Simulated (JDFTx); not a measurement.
**HfGe: band structure with PBE**

The system is HfGe.

```xyz
2
Lattice="3.2197 0.0000 0.0000 0.0000 3.2197 0.0000 0.0000 0.0000 4.1084" Properties=species:S:1:pos:R:3 pbc="T T T"
Hf    1.6098    1.6098    0.0000
Ge    0.0000    0.0000    0.0000
```

The cell was built by a generator and needn't be a form met in nature.

* Program: JDFTx 1.7.0 (patched build)
* Task: band structure
* Functional: PBE
* Potentials or basis: PseudoDojo-SR-PBE-0.5-standard with smoothed tails
* Cutoff: 1061 eV
* Density cutoff: 8490 eV
* k mesh: 5 × 5 × 5
* Occupations: fermi-dirac, width 0.05 eV
* Spin: no spin polarisation
* Band ratio of the Davidson solver: 1.3
* Local potential set to -Z/r beyond: 6 bohr
* Bands: 19
* Density cutoff over wavefunction cutoff: 8
* Max SCF steps: 30
* SCF threshold on the energy: 1e-06 Ha
* Solver of the electrons: minimize
* Further solve for the empty bands: no
* Start: density of an earlier self-consistent run, held fixed
* Path: G-X-M-G-Z-R-A-Z-X-R-M-A

```json
{
  "Band gap along the path": "none (metal or under the smearing width)"
}
```

Levels at the corners of the path, in eV from the Fermi level:
| point | band 11 | band 12 | band 13 | band 14 | band 15 | band 16 |
| --- | --- | --- | --- | --- | --- | --- |
| Γ | -1.78 | -1.56 | -0.16 | 3.31 | 3.33 | 3.33 |
| X | -5.79 | -2.20 | -2.14 | -0.14 | 3.80 | 5.43 |
| M | -0.67 | -0.67 | 0.60 | 0.60 | 0.91 | 2.58 |
| Γ | -1.78 | -1.56 | -0.16 | 3.31 | 3.33 | 3.33 |
| Z | -3.50 | -1.66 | 2.64 | 2.76 | 2.76 | 3.34 |
| R | -5.46 | -3.73 | -2.13 | 1.67 | 3.30 | 3.38 |
| A | -0.60 | -0.60 | -0.02 | -0.02 | 0.52 | 3.90 |
| Z | -3.50 | -1.66 | 2.64 | 2.76 | 2.76 | 3.34 |
| X | -5.79 | -2.20 | -2.14 | -0.14 | 3.80 | 5.43 |
| R | -5.46 | -3.73 | -2.13 | 1.67 | 3.30 | 3.38 |
| M | -0.67 | -0.67 | 0.60 | 0.60 | 0.91 | 2.58 |
| A | -0.60 | -0.60 | -0.02 | -0.02 | 0.52 | 3.90 |

It took 39 s on 1 thread of Arm Neoverse V1, on a shared host, peak memory 0.11 GiB.

Caveat: the k mesh is coarse (spacing up to 0.39 Å⁻¹), so the values aren't converged; spin-orbit coupling is left out, which moves the levels of the heavy elements.
